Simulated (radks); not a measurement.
# Yb⁵⁶⁺ in [He] 2s2 2p5 3s2 3p2 3d1: an all-electron calculation

One table from this session's results is given with a row withheld; the runs are named, their logs left out.

Method: Dirac Kohn-Sham, HCTH/407, spin-unpolarised, spherical densities, finite nucleus; open shells fill j = l - 1/2 first. Code: radks (a radial shooting solver on a logarithmic mesh, Libxc functionals) version 1.

## The system

```
element            : ytterbium (Z = 70)
charge             : +56
electrons          : 14
configuration      : [He] 2s2 2p5 3s2 3p2 3d1
nuclear rms radius : 5.3108 fm
```

Set-up of the first run:

The run's settings:

```text
Z 70
configuration [He] 2s2 2p5 3s2 3p2 3d1
relativity Dirac
functional hcth_407
spin unpolarised
j_filling energy
nucleus finite rms 5.3108 fm
c 137.035999084
```

One table of the session follows, with a row left open; its other results are not shown here.

It belongs to the step «Radial structure». From the orbitals of this run (lengths in bohr):

| level | <r> | outermost maximum (interpolated) | 90 % within | nodes |
| --- | --- | --- | --- | --- |
| 1s1/2 | 0.01966 | 0.0124 | 0.0357 | 0 |
| 2s1/2 | 0.08139 | 0.0701 | 0.127 | 1 |
| 2p1/2 | 0.06743 | 0.0524 | 0.111 | 0 |
| 2p3/2 | 0.07459 | 0.0586 | 0.121 | 0 |
| 3s1/2 | ? | ? | ? | ? |
| 3p1/2 | 0.1849 | 0.175 | 0.275 | 1 |
| 3p3/2 | 0.1956 | 0.186 | 0.290 | 1 |
| 3d3/2 | 0.1674 | 0.142 | 0.255 | 0 |
| 3d5/2 | 0.1708 | 0.145 | 0.259 | 0 |

Q: Estimate the row for 3s1/2 from the others.

The run gave: <r>: 0.1969; outermost maximum (interpolated): 0.188; 90 % within: 0.287; nodes: 2. In the column «<r>» it is the highest.
